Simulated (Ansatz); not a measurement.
# Cl3H2NSi: the cost of one run

All numbers below are computed with Ansatz 0.2.0 (RKS B3LYP-D4/6-31G).

## 1. The structure to begin with

Bond lengths: Si1–N2 1.820 Å, N2–H3 1.060 Å, N2–H4 1.060 Å, Si1–Cl5 2.130 Å, Si1–Cl6 2.128 Å, Si1–Cl7 2.128 Å. Angles: Si1–N2–H3 120.0°, Si1–N2–H4 120.0°, H3–N2–H4 120.0°, N2–Si1–Cl5 109.4°, N2–Si1–Cl6 109.5°, N2–Si1–Cl7 109.5°, Cl5–Si1–Cl6 109.5°, Cl5–Si1–Cl7 109.5°, Cl6–Si1–Cl7 109.5°.

Coordinates:

```xyz
7

Si    0.0000    0.0000    0.0000
N     0.0000    0.0000    1.8200
H    -0.8770   -0.2713    2.3500
H     0.8770    0.2713    2.3500
Cl    2.0086    0.0000   -0.7093
Cl   -1.0032    1.7381   -0.7093
Cl   -1.0032   -1.7381   -0.7093
```

## 2. Relaxing the start

Input file input.yaml:

```yaml
crystal:
  periodic: [false, false, false]
  atoms:
    - { symbol: Si, position_ang: [0.0, 0.0, 0.0] }
    - { symbol: "N", position_ang: [0.0, 0.0, 1.82] }
    - { symbol: H, position_ang: [-0.877, -0.2713, 2.35] }
    - { symbol: H, position_ang: [0.877, 0.2713, 2.35] }
    - { symbol: Cl, position_ang: [2.0086, 0.0, -0.7093] }
    - { symbol: Cl, position_ang: [-1.0032, 1.7381, -0.7093] }
    - { symbol: Cl, position_ang: [-1.0032, -1.7381, -0.7093] }
basis:
  gaussian: { orbitals: "6-31G" }
hamiltonian:
  xc: b3lyp
  dispersion: d4
relax:
  f_tol: 0.02
  max_steps: 40
```

Command:

```bash
$ ansatz run input.yaml --threads 1 --pin off --max-ram 2048MiB --backend cpu --events-out ev --progress --plain --runs-dir out
```

What time and memory should one allow on 1 thread of Intel Xeon Platinum 8375C at 2.90GHz (Ice Lake), shared host?

About 18 s, with a peak of 0.18 GiB.
